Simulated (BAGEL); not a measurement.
# GaHClF (SMILES [F][GaH][Cl]) at HF/6-31G(d) (density fitting with qzvpp-jkfit, spherical functions)

Aim: the vertical electron affinity of GaHClF at HF/6-31G* (density fitting with qzvpp-jkfit, spherical functions), from 2 runs. 

The calculation is run with BAGEL 1.2.2.

6 further runs of the same task are left out: 3 that didn't finish, 3 set aside as unsound or not needed.

## (1) Starting point

GaHClF has 4 atoms, charge 0, and is taken as a singlet. As SMILES, `[F][GaH][Cl]`. Geometry: relaxed at PBE0-D4/def2-TZVP.

Bond lengths: F1–Ga2 1.744 Å, Ga2–Cl3 2.122 Å, Ga2–H4 1.541 Å. Angles: F1–Ga2–Cl3 113.4°, F1–Ga2–H4 120.8°, Cl3–Ga2–H4 125.8°.

## (2) The energy at HF/6-31G(d) (density fitting with qzvpp-jkfit, spherical functions)

hf.json reads:

```json
{ "bagel" : [

{
  "title" : "molecule",
  "basis" : "6-31gs.json",
  "df_basis" : "qzvpp-jkfit",
  "angstrom" : true,
  "geometry" : [
    { "atom" : "F", "xyz" : [   -1.686800,    0.040400,    0.266300 ] },
    { "atom" : "Ga", "xyz" : [    0.024200,    0.133600,   -0.059000 ] },
    { "atom" : "Cl", "xyz" : [    1.066200,   -1.658900,    0.391700 ] },
    { "atom" : "H", "xyz" : [    0.652000,    1.424600,   -0.619400 ] }
  ]
},
{ "title" : "hf" },
{ "title" : "print", "file" : "orbitals.molden", "orbitals" : true }

]}
```

The basis set 6-31G* is read from a file made from the Basis Set Exchange's data (not shown).

Command:

```
$ BAGEL_NUM_THREADS=1 BAGEL hf.json > hf.out
```

Output:

```text
* using 1 threads per process

  ===============================================================
  ===============================================================

  *** Geometry ***

  { "atom" : "F", "xyz" : [     -3.187590,      0.076345,      0.503234 ] },
  { "atom" : "Ga", "xyz" : [      0.045731,      0.252467,     -0.111494 ] },
  { "atom" : "Cl", "xyz" : [      2.014826,     -3.134867,      0.740206 ] },
  { "atom" : "H", "xyz" : [      1.232101,      2.692104,     -1.170496 ] },

  Number of auxiliary basis functions:      489

  Since a DF basis is specified, we compute 2- and 3-index integrals:
    o Being stored without compression. Storage requirement is 0.017 GB

  Number of basis functions:       66
  Number of electrons      :       58

    * METHOD: MOLECULE                             0.23

  *** RHF ***

  === Nuclear Repulsion ===
   256.1526215114

      * DIIS with orbital gradients will be used.

  === RHF iteration (6-31gs.json) ===
      0      -2482.37691749          0.02158677           0.06
      1      -2482.48257467          0.01565938           0.06
      2      -2482.55770305          0.00115011           0.06
      3      -2482.55855355          0.00036122           0.06
      4      -2482.55864284          0.00007058           0.06
      5      -2482.55864617          0.00002764           0.06
      6      -2482.55864652          0.00001107           0.06
      7      -2482.55864663          0.00000192           0.06
      8      -2482.55864663          0.00000057           0.06
      9      -2482.55864663          0.00000022           0.06
     10      -2482.55864663          0.00000005           0.06
     11      -2482.55864663          0.00000002           0.06
     12      -2482.55864663          0.00000001           0.06
    * SCF iteration converged.

    * Permanent dipole moment:
           (   -0.520395,    -0.725208,     0.343380) a.u.

    * METHOD: HF                                   0.91

    * METHOD: PRINT                                0.01

  ===============================================================
```

Wall time 1.4 s (1 thread of Intel Xeon Platinum 8488C (Sapphire Rapids), shared host); peak memory 0.1 GiB.

## (3) The doublet anion at the same level

job.json reads:

```json
{ "bagel" : [

{
  "title" : "molecule",
  "basis" : "6-31gs.json",
  "df_basis" : "qzvpp-jkfit",
  "angstrom" : true,
  "geometry" : [
    { "atom" : "F", "xyz" : [   -1.686800,    0.040400,    0.266300 ] },
    { "atom" : "Ga", "xyz" : [    0.024200,    0.133600,   -0.059000 ] },
    { "atom" : "Cl", "xyz" : [    1.066200,   -1.658900,    0.391700 ] },
    { "atom" : "H", "xyz" : [    0.652000,    1.424600,   -0.619400 ] }
  ]
},
{
  "title" : "uhf",
  "charge" : -1,
  "nopen" : 1
},
{
  "title" : "print",
  "file" : "orbitals.molden",
  "orbitals" : true
}

]}
```

The basis set 6-31G* is read from a file made from the Basis Set Exchange's data (not shown).

Command:

```
$ BAGEL_NUM_THREADS=1 BAGEL job.json > job.out
```

Output:

```text
* using 1 threads per process

  ===============================================================
  ===============================================================

  *** Geometry ***

  { "atom" : "F", "xyz" : [     -3.187590,      0.076345,      0.503234 ] },
  { "atom" : "Ga", "xyz" : [      0.045731,      0.252467,     -0.111494 ] },
  { "atom" : "Cl", "xyz" : [      2.014826,     -3.134867,      0.740206 ] },
  { "atom" : "H", "xyz" : [      1.232101,      2.692104,     -1.170496 ] },

  Number of auxiliary basis functions:      489

  Since a DF basis is specified, we compute 2- and 3-index integrals:
    o Being stored without compression. Storage requirement is 0.017 GB

  Number of basis functions:       66
  Number of electrons      :       58

    * METHOD: MOLECULE                             0.23

  *** Open-shell HF ***

  === Nuclear Repulsion ===
   256.1526215114

      * DIIS with orbital gradients will be used.

  === UHF iteration (6-31gs.json) ===
      0      -2482.29393977          0.04035687           0.12
      1      -2482.39819780          0.03067247           0.11
      2      -2482.44323491          0.02079554           0.11
      3      -2482.47957729          0.00094734           0.11
      4      -2482.48029694          0.00057887           0.11
      5      -2482.48076312          0.00023480           0.12
      6      -2482.48106926          0.00016632           0.11
      7      -2482.48120585          0.00010042           0.12
      8      -2482.48128999          0.00005758           0.12
      9      -2482.48130236          0.00004707           0.12
     10      -2482.48130959          0.00005066           0.11
     11      -2482.48130923          0.00005101           0.11
     12      -2482.48130913          0.00005113           0.11
     13      -2482.48130678          0.00004742           0.11
     14      -2482.48130384          0.00004241           0.11
     15      -2482.48130448          0.00003956           0.11
     16      -2482.48130656          0.00003791           0.11
     17      -2482.48130697          0.00004000           0.11
     18      -2482.48130732          0.00002218           0.11
     19      -2482.48130826          0.00000858           0.11
     20      -2482.48130857          0.00000191           0.11
     21      -2482.48130858          0.00000110           0.11
     22      -2482.48130858          0.00000075           0.11
     23      -2482.48130858          0.00000070           0.11
     24      -2482.48130858          0.00000071           0.11
     25      -2482.48130858          0.00000071           0.11
     26      -2482.48130858          0.00000070           0.11
     27      -2482.48130858          0.00000074           0.11
     28      -2482.48130858          0.00000075           0.11
     29      -2482.48130858          0.00000078           0.11
     30      -2482.48130858          0.00000058           0.11
     31      -2482.48130858          0.00000034           0.11
     32      -2482.48130858          0.00000019           0.11
     33      -2482.48130858          0.00000008           0.11
     34      -2482.48130858          0.00000005           0.11
     35      -2482.48130858          0.00000003           0.11
     36      -2482.48130858          0.00000002           0.11
     37      -2482.48130858          0.00000002           0.11
     38      -2482.48130858          0.00000001           0.11
     39      -2482.48130858          0.00000001           0.11
    * SCF iteration converged.

    * S^2 (UHF) is 0.7590

    * Permanent dipole moment:
           (   -0.439835,    -0.703547,     0.321691) a.u.

    * METHOD: UHF                                  4.70

    * METHOD: PRINT                                0.01

  ===============================================================
```

It took 5.4 s on 1 thread of Intel Xeon Platinum 8488C (Sapphire Rapids), shared host; peak memory 0.1 GiB.

## (4) Outcome

Level: HF/6-31G* (density fitting with qzvpp-jkfit, spherical functions).

```
                                         quantity           value
                     singlet GaHClF: total energy  -2482.55865 Eh
                    singlet GaHClF: dipole moment          2.43 D
                      singlet GaHClF: HOMO energy       -12.69 eV
                      singlet GaHClF: LUMO energy         1.19 eV
                    singlet GaHClF: HOMO–LUMO gap        13.88 eV
                      doublet anion: total energy  -2482.48131 Eh
                              doublet anion: ⟨S²⟩           0.759
vertical electron affinity (to the doublet anion)       -2.104 eV
```

What this shows: The anion lies 2.10 eV (203 kJ/mol) above the neutral: the electron isn't bound at this level, and such a value depends on the basis. Without diffuse functions anions come out too high. Hartree–Fock misses the correlation that binds many anions.
